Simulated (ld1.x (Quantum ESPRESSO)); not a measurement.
# An RRKJ potential for Ge, from input to tests

Aim: build the potential from the settings below, then test how well it stands in for the atom: other configurations, scattering, ghost states and the plane-wave cutoff that it needs.

Program: ld1.x (Quantum ESPRESSO) 7.5. Reference atom: PBE, scalar-relativistic, spherical and spin-unpolarised. All values are calculated.

## 1. Starting point

Typed settings, in words:

```
element                 : germanium (Ge, Z = 32)
type                    : norm-conserving RRKJ (Kleinman–Bylander form)
frozen core             : [Ar]
valence charge          : 14
reference configuration : 3d10 4s2 4p2
partial waves           : 4p (bound): rc 2.10 bohr; 3d (bound): rc 0.75 bohr; 4s (bound): rc 1.60 bohr
local potential         : the s channel
core correction         : Bessel-smoothed model core inside 0.45 bohr
```

## 2. Generating the potential

Contents of Ge.in:

```
 &input
   title='Ge', zed=32., rel=1, dft='PBE', iswitch=3,
   config='[Ar] 3d10 4s2 4p2',
   nld=3, rlderiv=2.30, eminld=-4.0, emaxld=5.0, deld=0.02
 /
 &inputp
   pseudotype=2, tm=.false., rho0=0.01, lloc=0,
   nlcc=.true., new_core_ps=.true., rcore=0.45,
   file_pseudopw='Ge.UPF', file_wfcaegen='ae.wfc', file_wfcncgen='nc.wfc', file_beta='beta', file_chi='chi'
 /
3
4P  2  1   2.00   0.00  2.10  2.10  0.0
3D  3  2  10.00   0.00  0.75  0.75  0.0
4S  1  0   2.00   0.00  1.60  1.60  0.0
 &test
   configts(1)='3d10 4s2 4p2'
 /
```

Command:

```bash
$ ld1.x < Ge.in > Ge.out
```

The output, Ge.out (without the banner and most projector matrices):

```text
     Program LD1 v.7.5
     --------------------------- All-electron run ----------------------------

     Ge
     scalar relativistic calculation

     atomic number is 32.00
     dft =PBE   lsd =0 sic =0 latt =0  beta=0.20 tr2=1.0E-14
     Exchange-correlation= PBE
                           (   1   4   3   4   0   0   0)
     mesh =1207 r(mesh) = 100.41023 a.u. xmin = -7.00 dx = 0.01250
     1 Ry =  13.60569312 eV, c = 137.03599908

     n l     nl                  e(Ry)          e(Ha)          e(eV)
     1 0     1S 1( 2.00)      -805.6314      -402.8157    -10961.1741
     2 0     2S 1( 2.00)      -100.8250       -50.4125     -1371.7939
     2 1     2P 1( 6.00)       -88.1036       -44.0518     -1198.7111
     3 0     3S 1( 2.00)       -12.3839        -6.1919      -168.4909
     3 1     3P 1( 6.00)        -8.4979        -4.2490      -115.6205
     3 2     3D 1(10.00)        -2.1543        -1.0772       -29.3109
     4 0     4S 1( 2.00)        -0.8622        -0.4311       -11.7311
     4 1     4P 1( 2.00)        -0.2863        -0.1431        -3.8953

     final scf error:  3.0E-15 reached in  36 iterations

     Etot =   -4197.669992 Ry,   -2098.834996 Ha,  -57112.209742 eV

     Ekin =    4273.695468 Ry,    2136.847734 Ha,   58146.589038 eV
     Encl =  -10116.689522 Ry,   -5058.344761 Ha, -137644.573051 eV
     Eh   =    1804.321722 Ry,     902.160861 Ha,   24549.047641 eV
     Exc  =    -158.997660 Ry,     -79.498830 Ha,   -2163.273369 eV

     normalization and overlap integrals

     s(1S/1S) =  1.000000  <r> =   0.0470  <r2> =    0.0030  r(max) =   0.0309
     s(2S/2S) =  1.000000  <r> =   0.2100  <r2> =    0.0520  r(max) =   0.1754
     s(2P/2P) =  1.000000  <r> =   0.1837  <r2> =    0.0414  r(max) =   0.1418
     s(3S/3S) =  1.000000  <r> =   0.6242  <r2> =    0.4495  r(max) =   0.5402
     s(3P/3P) =  1.000000  <r> =   0.6470  <r2> =    0.4929  r(max) =   0.5402
     s(3D/3D) =  1.000000  <r> =   0.7365  <r2> =    0.6969  r(max) =   0.5012
     s(4S/4S) =  1.000000  <r> =   2.1162  <r2> =    5.1841  r(max) =   1.7494
     s(4P/4P) =  1.000000  <r> =   2.8993  <r2> =   10.0650  r(max) =   2.2184

     ------------------------ End of All-electron run ------------------------

     --------------------- Generating NC pseudopotential ---------------------

      Generating local pot.: lloc=0, matching radius rcloc =   1.6000

      Computing core charge for nlcc:

       r > 0.45 : true rho core
      Core charge pseudized with two Bessel functions
      Integrated core pseudo-charge :   9.17

      Wfc   4P  rcut= 2.084  Estimated cut-off energy=       39.81 Ry
      This function has    0 nodes for 0 < r <    2.084

      Wfc   3D  rcut= 0.748  Estimated cut-off energy=      416.00 Ry
      This function has    0 nodes for 0 < r <    0.748

     ------------------- End of pseudopotential generation -------------------

     [... the all-electron block is printed once more ...]


     Computing logarithmic derivative in   2.28881
     Computing logarithmic derivative in   2.28881
     Computing the partial wave expansion
       no projector for channel:   0
     R is outside the sphere for l=    1 j= 0.00
     R is outside the sphere for l=    2 j= 0.00

     ---------------------- Testing the pseudopotential ----------------------

     Ge
     scalar relativistic calculation

     atomic number is 32.00   valence charge is 14.00
     dft =PBE   lsd =0 sic =0 latt =0  beta=0.20 tr2=1.0E-14
     mesh =1207 r(mesh) = 100.41023 xmin = -7.00 dx = 0.01250

     n l     nl             e AE (Ry)        e PS (Ry)    De AE-PS (Ry)
     3 2     3D   1(10.00)       -2.15431       -2.15431        0.00000
     1 0     4S   1( 2.00)       -0.86222       -0.86223        0.00000
     2 1     4P   1( 2.00)       -0.28630       -0.28630        0.00000

     eps = 1.3E-15  iter = 16

     Etot =   -4197.669992 Ry,   -2098.834996 Ha,  -57112.209742 eV
     Etotps =  -209.813128 Ry,    -104.906564 Ha,   -2854.653037 eV

     Ekin =     268.623050 Ry,     134.311525 Ha,    3654.802778 eV
     Encl =    -276.280480 Ry,    -138.140240 Ha,   -3758.987431 eV
     Ehrt =     168.082713 Ry,      84.041356 Ha,    2286.881808 eV
     Ecxc =     -54.231717 Ry,     -27.115859 Ha,    -737.860101 eV
     (Ecc =     -21.612760 Ry,     -10.806380 Ha,    -294.056578 eV)
     Epseu=    -316.006693 Ry,    -158.003347 Ha,   -4299.490091 eV

     ---------------------- End of pseudopotential test ----------------------
```

It took 1.3 s on 1 thread of Neoverse-V2, shared host. This counts the later configuration tests of the new file too.

Partial waves on a coarse radial grid (AE all-electron, PS pseudo):

| r (bohr) | 4s AE | 4s PS |
| --- | --- | --- |
| 0.105 | 0.1693 | 0.0207 |
| 0.210 | 0.1089 | 0.0428 |
| 0.315 | -0.1748 | 0.0681 |
| 0.420 | -0.3326 | 0.0983 |
| 0.525 | -0.3265 | 0.1354 |
| 0.630 | -0.2140 | 0.1812 |
| 0.735 | -0.0534 | 0.2372 |
| 0.840 | 0.1166 | 0.3038 |
| 0.945 | 0.2749 | 0.3796 |
| 1.050 | 0.4114 | 0.4607 |
| 1.155 | 0.5228 | 0.5413 |
| 1.260 | 0.6093 | 0.6142 |
| 1.365 | 0.6731 | 0.6738 |
| 1.470 | 0.7169 | 0.7170 |
| 1.575 | 0.7437 | 0.7437 |
| 1.680 | 0.7564 | 0.7564 |
| 1.785 | 0.7574 | 0.7574 |
| 1.890 | 0.7491 | 0.7491 |
| 1.995 | 0.7333 | 0.7333 |
| 2.100 | 0.7118 | 0.7118 |
| 2.205 | 0.6859 | 0.6859 |
| 2.310 | 0.6570 | 0.6570 |
| 2.415 | 0.6261 | 0.6261 |
| 2.520 | 0.5939 | 0.5939 |
| 2.625 | 0.5611 | 0.5611 |
| 2.730 | 0.5283 | 0.5283 |

## 3. Transferability test

Contents of Ge.test.in:

```
 &input
   title='Ge', zed=32., rel=1, dft='PBE', iswitch=2,
   config='[Ar] 3d10 4s2 4p2'
 /
 &test
   file_pseudo='Ge.UPF', nconf=8,
   configts(1)='3d10 4s2 4p2',
   configts(2)='3d10 4s2 4p1',
   configts(3)='3d10 4s2 4p0',
   configts(4)='3d10 4s1 4p0',
   configts(5)='3d10 4s1 4p2',
   configts(6)='3d10 4s2 4p1.5',
   configts(7)='3d10 4s0 4p0',
   configts(8)='3d10 4s2 4p2.3'
 /
```

Command:

```bash
$ ld1.x < Ge.test.in > Ge.test.out
```

Ge.test.out, the pseudopotential blocks, each with the warnings that came before it:

```text
     Warning: n=3, l=2 expected 0 nodes, found 1
     ---------------------- Testing the pseudopotential ----------------------

     Ge
     scalar relativistic calculation

     atomic number is 32.00   valence charge is 14.00
     dft =PBE   lsd =0 sic =0 latt =0  beta=0.20 tr2=1.0E-14
     mesh =1207 r(mesh) = 100.41023 xmin = -7.00 dx = 0.01250

     n l     nl             e AE (Ry)        e PS (Ry)    De AE-PS (Ry)
     3 2     3D   1(10.00)       -2.15431       -2.15431        0.00000
     1 0     4S   1( 2.00)       -0.86222       -0.86223        0.00000
     2 1     4P   1( 2.00)       -0.28630       -0.28630        0.00000

     eps = 3.8E-15  iter = 30

     Etot =   -4197.669992 Ry,   -2098.834996 Ha,  -57112.209742 eV
     Etotps =  -209.813128 Ry,    -104.906564 Ha,   -2854.653034 eV

     Ekin =     268.623048 Ry,     134.311524 Ha,    3654.802759 eV
     Encl =    -276.280480 Ry,    -138.140240 Ha,   -3758.987430 eV
     Ehrt =     168.082712 Ry,      84.041356 Ha,    2286.881799 eV
     Ecxc =     -54.231717 Ry,     -27.115859 Ha,    -737.860099 eV
     (Ecc =     -21.612760 Ry,     -10.806380 Ha,    -294.056578 eV)
     Epseu=    -316.006691 Ry,    -158.003346 Ha,   -4299.490063 eV

     ---------------------- End of pseudopotential test ----------------------

     ---------------------- Testing the pseudopotential ----------------------

     Ge
     [...]
     n l     nl             e AE (Ry)        e PS (Ry)    De AE-PS (Ry)
     3 2     3D   1(10.00)       -2.81637       -2.81059       -0.00578  !
     1 0     4S   1( 2.00)       -1.45956       -1.45945       -0.00011
     2 1     4P   1( 1.00)       -0.82628       -0.82630        0.00002

     eps = 2.4E-15  iter = 17

     Etot =   -4197.122869 Ry,   -2098.561434 Ha,  -57104.765750 eV
     Etotps =  -209.265921 Ry,    -104.632961 Ha,   -2847.207904 eV
     dEtot_ae =       0.547123 Ry
     dEtot_ps =       0.547207 Ry,   Delta E=      -0.000084 Ry

     [...]
     ---------------------- End of pseudopotential test ----------------------

     ---------------------- Testing the pseudopotential ----------------------

     Ge
     [...]
     n l     nl             e AE (Ry)        e PS (Ry)    De AE-PS (Ry)
     3 2     3D   1(10.00)       -3.61570       -3.59878       -0.01692  !
     1 0     4S   1( 2.00)       -2.14976       -2.14949       -0.00027
     2 1     4P   1( 0.00)       -1.45571       -1.45564       -0.00007

     eps = 3.0E-15  iter = 19

     Etot =   -4195.988126 Ry,   -2097.994063 Ha,  -57089.326796 eV
     Etotps =  -208.131034 Ry,    -104.065517 Ha,   -2831.766974 eV
     dEtot_ae =       1.681865 Ry
     dEtot_ps =       1.682094 Ry,   Delta E=      -0.000229 Ry

     [...]
     ---------------------- End of pseudopotential test ----------------------

     ---------------------- Testing the pseudopotential ----------------------

     Ge
     [...]
     n l     nl             e AE (Ry)        e PS (Ry)    De AE-PS (Ry)
     3 2     3D   1(10.00)       -4.63739       -4.61228       -0.02511  !
     1 0     4S   1( 1.00)       -2.97339       -2.97507        0.00167
     2 1     4P   1( 0.00)       -2.20993       -2.21003        0.00010

     eps = 6.0E-16  iter = 12

     Etot =   -4193.431031 Ry,   -2096.715516 Ha,  -57054.535744 eV
     Etotps =  -205.573147 Ry,    -102.786574 Ha,   -2796.965159 eV
     dEtot_ae =       4.238961 Ry
     dEtot_ps =       4.239981 Ry,   Delta E=      -0.001020 Ry

     [...]
     ---------------------- End of pseudopotential test ----------------------

     ---------------------- Testing the pseudopotential ----------------------

     Ge
     [...]
     n l     nl             e AE (Ry)        e PS (Ry)    De AE-PS (Ry)
     3 2     3D   1(10.00)       -2.94373       -2.94231       -0.00142
     1 0     4S   1( 1.00)       -1.53157       -1.53236        0.00079
     2 1     4P   1( 2.00)       -0.88375       -0.88375       -0.00000

     eps = 7.5E-15  iter = 19

     Etot =   -4196.482228 Ry,   -2098.241114 Ha,  -57096.049396 eV
     Etotps =  -208.624924 Ry,    -104.312462 Ha,   -2838.486692 eV
     dEtot_ae =       1.187763 Ry
     dEtot_ps =       1.188204 Ry,   Delta E=      -0.000441 Ry

     [...]
     ---------------------- End of pseudopotential test ----------------------

     ---------------------- Testing the pseudopotential ----------------------

     Ge
     [...]
     n l     nl             e AE (Ry)        e PS (Ry)    De AE-PS (Ry)
     3 2     3D   1(10.00)       -2.46527       -2.46300       -0.00227
     1 0     4S   1( 2.00)       -1.14653       -1.14648       -0.00005
     2 1     4P   1( 1.50)       -0.54268       -0.54269        0.00001

     eps = 3.3E-15  iter = 22

     Etot =   -4197.464058 Ry,   -2098.732029 Ha,  -57109.407861 eV
     Etotps =  -209.607162 Ry,    -104.803581 Ha,   -2851.850727 eV
     dEtot_ae =       0.205934 Ry
     dEtot_ps =       0.205966 Ry,   Delta E=      -0.000031 Ry

     [...]
     ---------------------- End of pseudopotential test ----------------------

     ---------------------- Testing the pseudopotential ----------------------

     Ge
     [...]
     n l     nl             e AE (Ry)        e PS (Ry)    De AE-PS (Ry)
     3 2     3D   1(10.00)       -5.73553       -5.70532       -0.03021  !
     1 0     4S   1( 0.00)       -3.84393       -3.85072        0.00678  !
     2 1     4P   1( 0.00)       -3.00875       -3.01053        0.00178

     eps = 3.7E-15  iter =  9

     Etot =   -4190.024885 Ry,   -2095.012443 Ha,  -57008.192764 eV
     Etotps =  -202.162842 Ry,    -101.081421 Ha,   -2750.565584 eV
     dEtot_ae =       7.645107 Ry
     dEtot_ps =       7.650287 Ry,   Delta E=      -0.005180 Ry

     [...]
     ---------------------- End of pseudopotential test ----------------------

     ---------------------- Testing the pseudopotential ----------------------

     Ge
     [...]
     n l     nl             e AE (Ry)        e PS (Ry)    De AE-PS (Ry)
     3 2     3D   1(10.00)       -1.99138       -1.99218        0.00081
     1 0     4S   1( 2.00)       -0.70960       -0.70963        0.00003
     2 1     4P   1( 2.30)       -0.14906       -0.14906       -0.00000

     eps = 7.1E-15  iter = 29

     Etot =   -4197.734933 Ry,   -2098.867466 Ha,  -57113.093307 eV
     Etotps =  -209.878073 Ry,    -104.939037 Ha,   -2855.536659 eV
     dEtot_ae =      -0.064941 Ry
     dEtot_ps =      -0.064945 Ry,   Delta E=       0.000004 Ry

     [...]
     ---------------------- End of pseudopotential test ----------------------
```

Excitation and ionisation energies from 3d10 4s2 4p2, with the error of the potential.

```tsv
valence configuration	charge	ΔE all-electron (eV)	error AE − PS (meV)
3d10 4s2 4p1	+1	7.444	-1.1
3d10 4s2 4p0	+2	22.883	-3.1
3d10 4s1 4p0	+3	57.674	-14
3d10 4s1 4p2	+1	16.160	-6.0
3d10 4s2 4p1.5	+0.5	2.802	-0.4
3d10 4s0 4p0	+4	104.017	-70
3d10 4s2 4p2.3	-0.3	-0.884	+0.1
```

## 4. Logarithmic derivatives

Taken from the files of the generation run. The phase is arctan(r·u′/u) with u = r·R, unwrapped, with energies in Ry. A pole is an energy at which the radial function vanishes at the test radius. The pseudo phase is shifted by a multiple of π to meet the all-electron one at the reference energy. Levels narrower than the energy grid can be missing from the poles. The last column is the largest difference on the grid between −1 and +1 Ry.

```tsv
channel	radius (bohr)	reference (Ry)	poles AE	poles PS	window around the reference with phases within 0.05 rad (Ry)	largest difference near zero (rad)
s	2.29	-0.86	0.79	0.77	below 3.3	0.004
p	2.29	-0.29	2.11	2.12	the whole range	0.000
d	2.29	-2.15	-2.11, 4.43	-2.11	below 0.2	0.144
```

Phases (rad) along the scan:

| E (Ry) | d AE | d PS | s AE | s PS |
| --- | --- | --- | --- | --- |
| -4.00 | 1.352 | 1.353 | 1.296 | 1.295 |
| -3.52 | 1.335 | 1.337 | 1.264 | 1.263 |
| -3.04 | 1.312 | 1.313 | 1.218 | 1.217 |
| -2.56 | 1.260 | 1.263 | 1.145 | 1.144 |
| -2.08 | -1.641 | -1.639 | 1.010 | 1.009 |
| -1.60 | -1.831 | -1.826 | 0.691 | 0.689 |
| -1.12 | -1.885 | -1.877 | -0.208 | -0.209 |
| -0.64 | -1.943 | -1.928 | -1.059 | -1.059 |
| -0.16 | -2.025 | -1.997 | -1.360 | -1.361 |
| 0.32 | -2.160 | -2.102 | -1.493 | -1.496 |
| 0.80 | -2.428 | -2.284 | -1.572 | -1.575 |
| 1.28 | -3.020 | -2.645 | -1.628 | -1.634 |
| 1.76 | -3.817 | -3.308 | -1.676 | -1.685 |
| 2.24 | -4.252 | -3.933 | -1.722 | -1.736 |
| 2.72 | -4.453 | -4.260 | -1.773 | -1.797 |
| 3.20 | -4.564 | -4.427 | -1.836 | -1.879 |
| 3.68 | -4.635 | -4.525 | -1.925 | -2.015 |
| 4.16 | -4.688 | -4.590 | -2.071 | -2.296 |
| 4.64 | -4.730 | -4.637 | -2.361 | -3.000 |

## 5. Cutoff and ghost test in a Bessel basis

A separate test, outside the generator: the pseudo-atom's Hamiltonian at the reference potential is diagonalised in spherical Bessel functions j_l(qr) that vanish at 20 bohr, with q² up to the cutoff.

All-electron valence levels (Ry): 4p -0.2863, 3d -2.1543, 4s -0.8622. The lowest levels of each channel (Ry) by cutoff; the last column sums, over occupied levels, occupation times the distance from the level at 400 Ry. A positive value at high cutoff is not a bound level.

| cutoff (Ry) | p #1 | d #1 | s #1 | f #1 | Σ f·Δε (mRy) |
| --- | --- | --- | --- | --- | --- |
| 8 | -0.2659 | 0.0531 | -0.8098 | 0.1080 | 22219.5 |
| 18 | -0.2821 | 0.0530 | -0.8566 | 0.1080 | 22093.1 |
| 35 | -0.2863 | 0.0530 | -0.8609 | 0.1080 | 22075.7 |
| 55 | -0.2863 | 0.0528 | -0.8620 | 0.1080 | 22071.2 |
| 90 | -0.2863 | 0.0507 | -0.8622 | 0.1080 | 22050.1 |
| 140 | -0.2863 | -1.0689 | -0.8622 | 0.1080 | 10854.3 |
| 230 | -0.2863 | -2.1085 | -0.8622 | 0.1080 | 458.1 |
| 300 | -0.2863 | -2.1537 | -0.8622 | 0.1080 | 6.2 |
| 400 | -0.2863 | -2.1543 | -0.8622 | 0.1080 | 0.0 |

The sum stays within 10 mRy from 300 Ry and within 1 mRy only somewhere over 300 Ry. The sum leaves out empty levels, which can need more. Ghost test: no level below the all-electron spectrum of its channel (p, d, s, f tested).

## 6. Summary of results

| quantity | value |
| --- | --- |
| cutoffs for 10 and 1 mRy, occupied levels | 300 Ry and over 300 Ry |
| bound ghosts | none found |
| largest test error (AE − PS) | -70 meV, for 3d10 4s0 4p0 |
| largest phase difference near zero energy, channels read | 0.144 rad |

By total energies transferability is fair: the largest error is 70 meV on 104.0 eV, for 3d10 4s0 4p0. That test lies far up in energy; among those under 40 eV, nearer to bonding, the largest error is 6.0 meV. By its cutoff, 300 Ry for the looser tolerance, it is very hard. The tighter tolerance needs over 300 Ry, and converged work needs a cutoff nearer that. The slowest occupied level is 3d: taken alone it needs 300 Ry to come within 1 mRy, against 40 Ry for 4s. The Bessel-basis test finds no level below the valence levels. Near zero energy the largest phase difference among the channels read is 0.14 rad, in the d channel. All of this concerns the isolated atom, not yet a solid.
